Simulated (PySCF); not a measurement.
# C4H6F2O2: the cost of one run

Programs: PySCF 2.14.0, with routines of our own; each step states its level. All values are computed. Atoms count from 0.

## 1. The starting structure

14 atoms, charge 0, multiplicity 1; geometry from: GFN2-xTB.

## 2. Magnetic properties: GIAO B3LYP/pcSseg-1

Job settings and geometry (Å):

```
{"job": {"kind": "mag", "xc": "B3LYP", "basis": "pcSseg-1", "isotopologues": 2}, "charge": 0, "multiplicity": 1}
C      2.323319     0.601998     0.356450
C      0.997503     0.092750     0.850528
O      0.452515    -1.056258     0.239925
C     -0.205366     0.139965     0.018458
O     -1.440222     0.303601     0.646502
C     -2.394229    -0.571913     0.234705
F     -3.413942    -0.519059     1.094932
F     -2.898336    -0.212655    -0.974704
H      2.395336     0.487829    -0.721826
H      3.130264     0.041192     0.821688
H      2.429122     1.652430     0.615403
H      0.838202     0.131488     1.924322
H     -0.176435     0.523255    -0.999407
H     -2.038409    -1.615097     0.150881
```

With the program's defaults for keys left out, this is: GIAO B3LYP/pcSseg-1 magnetisability, rotational g tensor and spin-rotation constants, non-relativistic, gas phase.

The run is started by

```
OMP_NUM_THREADS=1 python excited_run.py task.json out
```

The driver reads the jobs from task.json and runs them one after another.

**Question.** How long does this first job take on 1 thread of Arm Neoverse N1, shared host, and how much memory does it need?

About 48 s, with a peak of 0.84 GiB.
